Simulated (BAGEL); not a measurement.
# CH5BClNO (SMILES NB(Cl)CO): a chain of runs

We compute a single-point energy (HF/6-31G*), then the energy (NEVPT2(2,2)/6-31G*), then the energy (CASPT2(2,2)/6-31G*) of CH5BClNO. 

The calculation is run with BAGEL 1.2.2.

1 further run of the same task is left out (set aside as unsound or not needed).

## 1. Starting point

CH5BClNO has 10 atoms, charge 0, and is taken as a singlet. As SMILES, `NB(Cl)CO`. The coordinates come from a PBE0-D4/def2-TZVP relaxation. This is one conformer, not always the lowest.

Bond lengths: N1–B2 1.386 Å, B2–Cl3 1.784 Å, B2–C4 1.577 Å, C4–O5 1.413 Å, N1–H6 1.005 Å, N1–H7 1.006 Å, C4–H8 1.096 Å, C4–H9 1.105 Å, O5–H10 0.962 Å. Some angles: N1–B2–Cl3 118.3°, N1–B2–C4 123.5°, Cl3–B2–C4 118.2°, B2–C4–O5 116.0°, B2–N1–H6 123.2°, B2–N1–H7 122.4°, B2–C4–H8 109.8°, B2–C4–H9 107.4°, O5–C4–H8 107.3°, O5–C4–H9 110.4°.

## 2. The energy at HF/6-31G(d) (density fitting with svp-jkfit, spherical functions) (run 1)

input.json

```json
{ "bagel": [

{
  "title": "molecule",
  "basis": "6-31gs.json",
  "df_basis": "svp-jkfit",
  "angstrom": true,
  "geometry": [
    { "atom": "N", "xyz": [      -1.481265,       0.770086,       0.263814 ] },
    { "atom": "B", "xyz": [      -0.131165,       0.458286,       0.272614 ] },
    { "atom": "Cl", "xyz": [       0.978435,       1.531386,       1.166214 ] },
    { "atom": "C", "xyz": [       0.484835,      -0.764814,      -0.509186 ] },
    { "atom": "O", "xyz": [       1.724500,      -1.243900,      -0.030200 ] },
    { "atom": "H", "xyz": [      -1.860365,       1.585386,       0.713914 ] },
    { "atom": "H", "xyz": [      -2.164065,       0.196586,      -0.201186 ] },
    { "atom": "H", "xyz": [      -0.217365,      -1.606614,      -0.495186 ] },
    { "atom": "H", "xyz": [       0.570035,      -0.469014,      -1.570186 ] },
    { "atom": "H", "xyz": [       2.179800,      -0.508700,       0.392200 ] }
  ]
},

{ "title": "hf" },

{ "title": "print", "file": "orbitals.molden", "orbitals": true }

]}
```

The basis set 6-31G* is read from a file made from the Basis Set Exchange's data (not shown).

On the command line:

```console
$ BAGEL_NUM_THREADS=1 BAGEL input.json > input.out
```

The log of the run:

```text
* using 1 threads per process

  ===============================================================
  ===============================================================

  *** Geometry ***

  { "atom" : "N", "xyz" : [     -2.799185,      1.455252,      0.498536 ] },
  { "atom" : "B", "xyz" : [     -0.247866,      0.866035,      0.515166 ] },
  { "atom" : "Cl", "xyz" : [      1.848974,      2.893900,      2.203825 ] },
  { "atom" : "C", "xyz" : [      0.916205,     -1.445289,     -0.962222 ] },
  { "atom" : "O", "xyz" : [      3.258833,     -2.350630,     -0.057070 ] },
  { "atom" : "H", "xyz" : [     -3.515580,      2.995945,      1.349102 ] },
  { "atom" : "H", "xyz" : [     -4.089490,      0.371494,     -0.380186 ] },
  { "atom" : "H", "xyz" : [     -0.410760,     -3.036060,     -0.935766 ] },
  { "atom" : "H", "xyz" : [      1.077210,     -0.886308,     -2.967222 ] },
  { "atom" : "H", "xyz" : [      4.119225,     -0.961304,      0.741151 ] },

  Number of auxiliary basis functions:      522

  Since a DF basis is specified, we compute 2- and 3-index integrals:
    o Being stored without compression. Storage requirement is 0.029 GB

  Number of basis functions:       84
  Number of electrons      :       48

    * METHOD: MOLECULE                             0.32

  *** RHF ***

  === Nuclear Repulsion ===
   209.0573777801

      * DIIS with orbital gradients will be used.

  === RHF iteration (6-31gs.json) ===
      0       -654.09789430          0.02045193           0.09
      1       -654.27055095          0.01119641           0.08
      2       -654.32950070          0.00168114           0.08
      3       -654.33134017          0.00038083           0.09
      4       -654.33143285          0.00010286           0.08
      5       -654.33144114          0.00002813           0.09
      6       -654.33144212          0.00001295           0.09
      7       -654.33144229          0.00000313           0.09
      8       -654.33144230          0.00000115           0.09
      9       -654.33144230          0.00000052           0.08
     10       -654.33144230          0.00000015           0.09
     11       -654.33144230          0.00000006           0.09
     12       -654.33144230          0.00000002           0.09
     13       -654.33144230          0.00000001           0.09
    * SCF iteration converged.

    * Permanent dipole moment:
           (    1.353663,    -0.432718,     0.282343) a.u.

    * METHOD: HF                                   1.44

    * METHOD: PRINT                                0.02

  ===============================================================
```

Wall time 1.9 s (1 thread of Arm Neoverse V1, shared host); peak memory 0.15 GiB.

## 3. A single-point energy at NEVPT2(2,2)/6-31G(d) (density fitting with svp-jkfit, spherical functions) (run 2)

job.json

```json
{ "bagel": [

{
  "title": "molecule",
  "basis": "6-31gs.json",
  "df_basis": "svp-jkfit",
  "angstrom": true,
  "geometry": [
    { "atom": "N", "xyz": [   -1.481265,    0.770086,    0.263814 ] },
    { "atom": "B", "xyz": [   -0.131165,    0.458286,    0.272614 ] },
    { "atom": "Cl", "xyz": [    0.978435,    1.531386,    1.166214 ] },
    { "atom": "C", "xyz": [    0.484835,   -0.764814,   -0.509186 ] },
    { "atom": "O", "xyz": [    1.724500,   -1.243900,   -0.030200 ] },
    { "atom": "H", "xyz": [   -1.860365,    1.585386,    0.713914 ] },
    { "atom": "H", "xyz": [   -2.164065,    0.196586,   -0.201186 ] },
    { "atom": "H", "xyz": [   -0.217365,   -1.606614,   -0.495186 ] },
    { "atom": "H", "xyz": [    0.570035,   -0.469014,   -1.570186 ] },
    { "atom": "H", "xyz": [    2.179800,   -0.508700,    0.392200 ] }
  ]
},
{
  "title": "hf"
},
{
  "title": "casscf",
  "nstate": 1,
  "nact": 2,
  "nclosed": 23,
  "nspin": 0,
  "active": [10, 32],
  "maxiter": 200,
  "natocc": true
},
{
  "title": "nevpt2",
  "nstate": 1,
  "nact": 2,
  "nclosed": 23,
  "nspin": 0,
  "active": [10, 32],
  "maxiter": 200,
  "natocc": true,
  "ncore": 9
},
{
  "title": "print",
  "file": "orbitals.molden",
  "orbitals": true
}

]}
```

The basis set 6-31G* is read from a file made from the Basis Set Exchange's data (not shown).

On the command line:

```console
$ BAGEL_NUM_THREADS=1 BAGEL job.json > job.out
```

The log of the run:

```text
* using 1 threads per process

  ===============================================================
  ===============================================================

  *** Geometry ***

  { "atom" : "N", "xyz" : [     -2.799185,      1.455252,      0.498536 ] },
  { "atom" : "B", "xyz" : [     -0.247866,      0.866035,      0.515166 ] },
  { "atom" : "Cl", "xyz" : [      1.848974,      2.893900,      2.203825 ] },
  { "atom" : "C", "xyz" : [      0.916205,     -1.445289,     -0.962222 ] },
  { "atom" : "O", "xyz" : [      3.258833,     -2.350630,     -0.057070 ] },
  { "atom" : "H", "xyz" : [     -3.515580,      2.995945,      1.349102 ] },
  { "atom" : "H", "xyz" : [     -4.089490,      0.371494,     -0.380186 ] },
  { "atom" : "H", "xyz" : [     -0.410760,     -3.036060,     -0.935766 ] },
  { "atom" : "H", "xyz" : [      1.077210,     -0.886308,     -2.967222 ] },
  { "atom" : "H", "xyz" : [      4.119225,     -0.961304,      0.741151 ] },

  Number of auxiliary basis functions:      522

  Since a DF basis is specified, we compute 2- and 3-index integrals:
    o Being stored without compression. Storage requirement is 0.029 GB

  Number of basis functions:       84
  Number of electrons      :       48

    * METHOD: MOLECULE                             0.32

  *** RHF ***

  === Nuclear Repulsion ===
   209.0573777801

      * DIIS with orbital gradients will be used.

  === RHF iteration (6-31gs.json) ===
      0       -654.09789430          0.02045193           0.09
      1       -654.27055095          0.01119641           0.08
      2       -654.32950070          0.00168114           0.08
      3       -654.33134017          0.00038083           0.09
      4       -654.33143285          0.00010286           0.08
      5       -654.33144114          0.00002813           0.08
      6       -654.33144212          0.00001295           0.09
      7       -654.33144229          0.00000313           0.08
      8       -654.33144230          0.00000115           0.08
      9       -654.33144230          0.00000052           0.09
     10       -654.33144230          0.00000015           0.09
     11       -654.33144230          0.00000006           0.09
     12       -654.33144230          0.00000002           0.08
     13       -654.33144230          0.00000001           0.08
    * SCF iteration converged.

    * Permanent dipole moment:
           (    1.353663,    -0.432718,     0.282343) a.u.

    * METHOD: HF                                   1.43

  ---------------------------
      CASSCF calculation
  ---------------------------

    ==== Active orbitals : =====
         Orbital 10
         Orbital 32
    ============================

    * nstate   :      1
    * nclosed  :     23
    * nact     :      2
    * nvirt    :     59
  === CASSCF iteration (6-31gs.json) ===

    * Using the second-order algorithm

      0  0      -654.33150842     1.96e-05      0.02

      1  0      -654.33242908     1.84e-04      0.31

      2  0      -654.34629953     8.52e-04      0.37

      3  0      -654.35203697     4.69e-04      0.53

      4  0      -654.35261059     1.79e-04      0.52

      5  0      -654.35264070     7.27e-05      0.51

      6  0      -654.35264208     2.66e-05      0.50

      7  0      -654.35264220     9.21e-06      0.53

      8  0      -654.35264221     3.12e-06      0.52

      9  0      -654.35264221     1.05e-06      0.54

     10  0      -654.35264221     3.51e-07      0.49

     11  0      -654.35264221     1.17e-07      0.48

     12  0      -654.35264221     3.93e-08      0.43

     13  0      -654.35264221     1.31e-08      0.44

     14  0      -654.35264221     4.38e-09      0.36

    * Second-order optimization converged. *

     guess   0:   closed 1.                   open ..

  === FCI iteration ===

      0  0      -654.33116548     1.03e-01      0.00
      1  0      -654.35262235     2.41e-03      0.00
      2  0 *    -654.35264221     4.45e-16      0.00

     * ci vector, state   0, <S^2> = 0.0000
       2.     0.9945569656
       .2    -0.1041942522

    * METHOD: CASSCF                               6.76

    * freezing 9 orbitals

  === DF-NEVPT2 calculation ===

    * 3-index integral transformation done
    * assembly done

      NEVPT2 correlation energy:   -0.6457444256      0.21

          (+0)     -0.5413366387
          (+0)'    -0.0448016346
          (+1)     -0.0096927388
          (+1)'    -0.0000000000
          (+2)     -0.0008321236
          (-1)     -0.0437382071
          (-1)'     0.0000000000
          (-2)     -0.0053430829

      NEVPT2 total energy:       -654.9983866364

    * METHOD: NEVPT2                               0.38

    * METHOD: PRINT                                0.02

  ===============================================================
```

It took 9.3 s on 1 thread of Arm Neoverse V1, shared host; peak memory 0.15 GiB.

## 4. The energy at CASPT2(2,2)/6-31G(d) (density fitting with svp-jkfit, spherical functions) (run 3)

calc.json

```json
{ "bagel": [

{
  "title": "molecule",
  "basis": "6-31gs.json",
  "df_basis": "svp-jkfit",
  "angstrom": true,
  "geometry": [
    { "atom": "N", "xyz": [   -1.481265,    0.770086,    0.263814 ] },
    { "atom": "B", "xyz": [   -0.131165,    0.458286,    0.272614 ] },
    { "atom": "Cl", "xyz": [    0.978435,    1.531386,    1.166214 ] },
    { "atom": "C", "xyz": [    0.484835,   -0.764814,   -0.509186 ] },
    { "atom": "O", "xyz": [    1.724500,   -1.243900,   -0.030200 ] },
    { "atom": "H", "xyz": [   -1.860365,    1.585386,    0.713914 ] },
    { "atom": "H", "xyz": [   -2.164065,    0.196586,   -0.201186 ] },
    { "atom": "H", "xyz": [   -0.217365,   -1.606614,   -0.495186 ] },
    { "atom": "H", "xyz": [    0.570035,   -0.469014,   -1.570186 ] },
    { "atom": "H", "xyz": [    2.179800,   -0.508700,    0.392200 ] }
  ]
},
{ "title": "hf" },
{ "title": "casscf", "nstate": 1, "nact": 2, "nclosed": 23, "active": [10, 32], "maxiter": 200, "natocc": true },
{ "title": "print", "file": "orbitals.molden", "orbitals": true },
{ "title": "smith", "method": "caspt2", "ms": true, "xms": true, "sssr": true, "shift": 0.2, "shift_imag": true, "ncore": 9 }

]}
```

The basis set 6-31G* is read from a file made from the Basis Set Exchange's data (not shown).

On the command line:

```console
$ BAGEL_NUM_THREADS=1 BAGEL calc.json > calc.out
```

The log of the run:

```text
* using 1 threads per process

  ===============================================================
  ===============================================================

  *** Geometry ***

  { "atom" : "N", "xyz" : [     -2.799185,      1.455252,      0.498536 ] },
  { "atom" : "B", "xyz" : [     -0.247866,      0.866035,      0.515166 ] },
  { "atom" : "Cl", "xyz" : [      1.848974,      2.893900,      2.203825 ] },
  { "atom" : "C", "xyz" : [      0.916205,     -1.445289,     -0.962222 ] },
  { "atom" : "O", "xyz" : [      3.258833,     -2.350630,     -0.057070 ] },
  { "atom" : "H", "xyz" : [     -3.515580,      2.995945,      1.349102 ] },
  { "atom" : "H", "xyz" : [     -4.089490,      0.371494,     -0.380186 ] },
  { "atom" : "H", "xyz" : [     -0.410760,     -3.036060,     -0.935766 ] },
  { "atom" : "H", "xyz" : [      1.077210,     -0.886308,     -2.967222 ] },
  { "atom" : "H", "xyz" : [      4.119225,     -0.961304,      0.741151 ] },

  Number of auxiliary basis functions:      522

  Since a DF basis is specified, we compute 2- and 3-index integrals:
    o Being stored without compression. Storage requirement is 0.029 GB

  Number of basis functions:       84
  Number of electrons      :       48

    * METHOD: MOLECULE                             0.31

  *** RHF ***

  === Nuclear Repulsion ===
   209.0573777801

      * DIIS with orbital gradients will be used.

  === RHF iteration (6-31gs.json) ===
      0       -654.09789430          0.02045193           0.09
      1       -654.27055095          0.01119641           0.08
      2       -654.32950070          0.00168114           0.08
      3       -654.33134017          0.00038083           0.08
      4       -654.33143285          0.00010286           0.08
      5       -654.33144114          0.00002813           0.08
      6       -654.33144212          0.00001295           0.08
      7       -654.33144229          0.00000313           0.08
      8       -654.33144230          0.00000115           0.08
      9       -654.33144230          0.00000052           0.09
     10       -654.33144230          0.00000015           0.08
     11       -654.33144230          0.00000006           0.09
     12       -654.33144230          0.00000002           0.08
     13       -654.33144230          0.00000001           0.08
    * SCF iteration converged.

    * Permanent dipole moment:
           (    1.353663,    -0.432718,     0.282343) a.u.

    * METHOD: HF                                   1.40

  ---------------------------
      CASSCF calculation
  ---------------------------

    ==== Active orbitals : =====
         Orbital 10
         Orbital 32
    ============================

    * nstate   :      1
    * nclosed  :     23
    * nact     :      2
    * nvirt    :     59
  === CASSCF iteration (6-31gs.json) ===

    * Using the second-order algorithm

      0  0      -654.33150842     1.96e-05      0.03

      1  0      -654.33242908     1.84e-04      0.31

      2  0      -654.34629953     8.52e-04      0.37

      3  0      -654.35203697     4.69e-04      0.54

      4  0      -654.35261059     1.79e-04      0.53

      5  0      -654.35264070     7.27e-05      0.51

      6  0      -654.35264208     2.66e-05      0.49

      7  0      -654.35264220     9.21e-06      0.53

      8  0      -654.35264221     3.12e-06      0.52

      9  0      -654.35264221     1.05e-06      0.53

     10  0      -654.35264221     3.51e-07      0.50

     11  0      -654.35264221     1.17e-07      0.47

     12  0      -654.35264221     3.93e-08      0.42

     13  0      -654.35264221     1.31e-08      0.40

     14  0      -654.35264221     4.38e-09      0.35

    * Second-order optimization converged. *

     guess   0:   closed 1.                   open ..

  === FCI iteration ===

      0  0      -654.33116548     1.03e-01      0.00
      1  0      -654.35262235     2.41e-03      0.00
      2  0 *    -654.35264221     4.45e-16      0.00

     * ci vector, state   0, <S^2> = 0.0000
       2.     0.9945569656
       .2    -0.1041942522

    * METHOD: CASSCF                               6.71

    * METHOD: PRINT                                0.02

  === SMITH program ===

    * freezing 9 orbitals

    * Approximate memory requirement for SMITH calulation per MPI process:
      o Storage requirement for T-amplitude, lambda, and residual is 0.03 GB
      o Storage requirement for MO integrals is 0.01 GB
    * Calculating and saving rdm4f

    * Zeroth order energy : state  0       -1.4373568902

    * CASPT2 iteration is performed using orthogonal basis

      -------------------------------------------  CASPT2 iteration  ---------------------------------------------------
       #      aibj      arbs      arbi      airj      risj      airs      arst      rist         Etot      error   time
      ------------------------------------------------------------------------------------------------------------------

       0  -0.54066  -0.00628  -0.04437  -0.01067  -0.00113  -0.03943  -0.00000  -0.00000   -0.6425403  0.0024913   0.11
       1  -0.54113  -0.00636  -0.04475  -0.01093  -0.00123  -0.04055  -0.00000  -0.00000   -0.6449532  0.0004402   0.09
       2  -0.54120  -0.00637  -0.04472  -0.01095  -0.00123  -0.04060  -0.00000  -0.00000   -0.6450726  0.0000895   0.10
       3  -0.54120  -0.00637  -0.04472  -0.01094  -0.00124  -0.04061  -0.00000  -0.00000   -0.6450757  0.0000200   0.10
       4  -0.54120  -0.00637  -0.04472  -0.01094  -0.00124  -0.04061  -0.00000  -0.00000   -0.6450759  0.0000048   0.10
       5  -0.54120  -0.00637  -0.04472  -0.01094  -0.00124  -0.04061  -0.00000  -0.00000   -0.6450759  0.0000010   0.11
       6  -0.54120  -0.00637  -0.04472  -0.01094  -0.00124  -0.04061   0.00000  -0.00000   -0.6450759  0.0000002   0.11

      ------------------------------------------------------------------------------------------------------------------

    * CASPT2 energy : state  0     -655.0006045298
        w/o shift correction       -654.9977181074
        reference weight              0.8302687839

    * METHOD: SMITH                                1.03

  ===============================================================
```

It took 9.9 s on 1 thread of Arm Neoverse V1, shared host; peak memory 0.25 GiB.

## 5. Summary of results

| quantity | value |
| --- | --- |
| run 1, HF/6-31G*: total energy | -654.33144 Eh |
| run 1, HF/6-31G*: dipole moment | 3.68 D |
| run 1, HF/6-31G*: HOMO energy | -11.55 eV |
| run 1, HF/6-31G*: LUMO energy | 4.55 eV |
| run 1, HF/6-31G*: HOMO–LUMO gap | 16.10 eV |
| run 2, NEVPT2(2,2)/6-31G*: total energy | -654.99839 Eh |
| run 3, CASPT2(2,2)/6-31G*: total energy | -655.00060 Eh |
